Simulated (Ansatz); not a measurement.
# MoOS3 ([MoOS3]2-): the cost of one run

The runs use Ansatz 0.2.0, Gaussian basis; the settings change from run to run.

### 1 The molecule

An earlier PBE-D4/def2-SVPD relaxation fixed the geometry. Mo takes a core potential in def2 sets; no spin-orbit term is included.

5 atoms, charge -2, spin multiplicity 1.

Atoms are counted from 1 here; the program's logs count them from 0.

Bond lengths: Mo1–O2 1.734 Å, Mo1–S3 2.246 Å, Mo1–S4 2.246 Å, Mo1–S5 2.246 Å. Angles: O2–Mo1–S3 108.3°, O2–Mo1–S4 108.3°, O2–Mo1–S5 108.3°, S3–Mo1–S4 110.6°, S3–Mo1–S5 110.6°, S4–Mo1–S5 110.6°.

Geometry (Å):

| atom | x (Å) | y (Å) | z (Å) |
| --- | --- | --- | --- |
| Mo1 | 0.0004 | -0.0007 | 0.0757 |
| O2 | 0.0087 | -0.0158 | 1.8096 |
| S3 | 2.1295 | 0.0104 | -0.6386 |
| S4 | -1.0735 | 1.8498 | -0.6070 |
| S5 | -1.0651 | -1.8437 | -0.6397 |

### 2 RPA/x2c-TZVPPall

Options: coordinates scaled by 0.96, finite nuclei.

File in.yaml:

```yaml
crystal:
  periodic: [false, false, false]
  atoms:
    - {symbol: Mo, position_ang: [0.000378, -0.000660, 0.072719]}
    - {symbol: O, position_ang: [0.008373, -0.015158, 1.737197]}
    - {symbol: S, position_ang: [2.044363, 0.009953, -0.613038]}
    - {symbol: S, position_ang: [-1.030601, 1.775824, -0.582723]}
    - {symbol: S, position_ang: [-1.022512, -1.769969, -0.614155]}
basis:
  gaussian: {orbitals: x2c-TZVPPall, nuclear_model: gaussian}
total_charge: -2
hamiltonian: {xc: {name: r2SCAN}}
correlation: {method: rpa}
```

Launch:

```sh
$ ansatz run in.yaml --threads 4 --pin off --events-out ev --progress --plain --max-ram 3916MiB
```

What time and memory should one allow on 4 threads of Arm Neoverse V1, shared host?

About 22 s, with a peak of 0.71 GiB.
